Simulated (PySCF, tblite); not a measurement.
**C4H8N2OSi: geometry, infrared bands and NMR shifts**

Wanted: the infrared bands and NMR shifts of C4H8N2OSi (`Cc1cn([SiH2]O)cn1`), by calculation.

The runs use tblite 0.8.0 and PySCF 2.14.0, with density-fitted response routines of our own; the level of theory stands in each step. All values are computed, except where a source is named. Atoms are numbered from 0 throughout.

## 1. Starting geometry

16 atoms, charge 0, multiplicity 1; geometry from: force field or distance geometry start.

Bonds of the start (Å): C0–C1 1.52, C1–C2 1.40, C2–N3 1.36, N3–Si4 1.82, Si4–O5 1.73, N3–C6 1.34, C6–N7 1.35, N7–C1 1.32, C0–H8 1.09, C0–H9 1.13, C0–H10 1.11, C2–H11 1.08, Si4–H12 1.45, Si4–H13 1.47, O5–H14 1.01, C6–H15 1.07.

## 2. Optimising the geometry with GFN2-xTB

The job: settings as JSON, then the geometry in Å.

```
{"job": {"kind": "relax", "xc": "GFN2-xTB", "basis": "xTB"}, "charge": 0, "multiplicity": 1}
C      2.923000    -0.118100     0.236700
C      1.465900    -0.108000    -0.208900
C      0.387000    -0.188600     0.675800
N     -0.708200    -0.146300    -0.134900
Si    -2.437000    -0.217900     0.416500
O     -3.247600     1.247300    -0.013700
C     -0.346500    -0.064300    -1.426400
N      1.004700    -0.038300    -1.445000
H      3.533600    -0.500500    -0.584100
H      3.233700     0.935700     0.484000
H      3.003100    -0.728700     1.157500
H      0.386400    -0.254700     1.750700
H     -3.124000    -1.367200    -0.140300
H     -2.406800    -0.323600     1.879500
H     -2.616600     1.909800    -0.430600
H     -1.058100    -0.027500    -2.228200
```

Command:

```bash
OMP_NUM_THREADS=1 python probes_run.py task.json out
```

One launch serves the whole session: the jobs run in the order shown.

**Question.** This job is followed by: GFN2-xTB harmonic vibrations, gas phase; GIAO PBE0/pcSseg-1 NMR shielding, non-relativistic, gas phase. Predict these results of the whole session: strongest single infrared mode (GFN2-xTB); zero-point energy (GFN2-xTB); 13C shifts against TMS (PBE0/pcSseg-1); 1H shifts against TMS (PBE0/pcSseg-1, means over atoms taken as alike); 15N shifts against NH3 (PBE0/pcSseg-1); 29Si shifts against TMS (PBE0/pcSseg-1); 17O shifts against H2O (PBE0/pcSseg-1).

**Answer**, as computed:

| quantity | value |
| --- | --- |
| strongest single infrared mode (GFN2-xTB) | 781 cm⁻¹, 460 km/mol |
| zero-point energy (GFN2-xTB) | 73.2 kcal/mol |
| 13C shifts against TMS (PBE0/pcSseg-1) | 148.5, 140.5, 116.0, 16.5 ppm |
| 1H shifts against TMS (PBE0/pcSseg-1, means over atoms taken as alike) | 7.36, 6.47, 5.46, 2.42, 2.01 ppm |
| 15N shifts against NH3 (PBE0/pcSseg-1) | 313.5, 189.2 ppm |
| 29Si shifts against TMS (PBE0/pcSseg-1) | -32.8 ppm |
| 17O shifts against H2O (PBE0/pcSseg-1) | 23.3 ppm |

Over 120 steps the energy fell by 0.687 eV; of the close pairs, Si4–O5 changed most, 1.729 to 1.615 Å. No mode is imaginary among the 42: a minimum at this level. The strongest single mode, at 781 cm⁻¹, moves mainly H14. Unscaled tight-binding wavenumbers are off by several per cent, some by more. Its intensities can rank the bands wrongly. At PBE0/pcSseg-1: The largest span, 492 ppm, is at N7, where the paramagnetic term is -380 ppm. NICS(1)zz of -29 ppm above the planar ring from C1 marks a diatropic (aromatic) ring current.
